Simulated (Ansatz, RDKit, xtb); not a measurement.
# C7H10O: which of the isomers drawn lies lowest?

A sample of isomers of C7H10O is drawn. Aim: find which of them has the lowest free energy at 298.15 K, then its properties. The sample is small against all isomers, and the most stable one of this formula need not be in it.

Plan: many cheap relaxations first (GFN2-xTB), then density-functional screening, relaxation at PBE-D3(BJ)/def2-SVP, vibrations (at GFN2-xTB) and a final energy. The numbers are computed, not measured.

## 1. Possible bonding patterns

Isomers were taken from a list of plausible structures; this is a sample, not all of them. That gives 8 candidates.

```csv
label,SMILES,spin
c084,CC1=C(C)C(O)=CC1,singlet
c175,CC1=CC=C(O)[C@@H]1C,singlet
c263,C=C1CC=C(O)[C@@H]1C,singlet
c315,C=C1CCC(O)=C1C,singlet
c521,CC1=C(C)C(=O)CC1,singlet
c538,CC1=C(O)C=C[C@@H]1C,singlet
c593,C=C1CCC(=O)[C@@H]1C,singlet
c811,CC1=CCC(=O)[C@@H]1C,singlet
```

Candidates are built by distance geometry, with a force field where one applies, in up to four conformers (letters a to d).

Q: Predict the outcome of this search (final energies at CCSD(T)/def2-SVP + MP2/def2-TZVPP - MP2/def2-SVP).

| quantity | value |
| --- | --- |
| lowest structure found | CC1=C(C)C(=O)CC1, singlet |
| next finalist | CC1=CCC(=O)[C@@H]1C, singlet, 7.9 kcal/mol higher in G |
| share at equilibrium, among the finalists | 100.0 % |

`CC1=C(C)C(=O)CC1` comes out lowest. The margin of 7.9 kcal/mol over the next finalist is beyond the usual error of the last level; it says nothing of structures that weren't ranked. GFN2-xTB, HF/STO-3G, r2SCAN-D4/def2-SVP, PBE-D3(BJ)/def2-SVP, HF/def2-SVP and MP2/def2-SVP already put its bonding pattern lowest among the structures in one piece. It still has an imaginary mode, so it is no strict minimum; a nearby shape lies a little lower. The search is not exhaustive (a finite list of starts, one conformer a finalist), so a lower isomer can't be ruled out. Only 8 drawn patterns were tried, so whole families of isomers are missing, and the result ranks this sample alone.
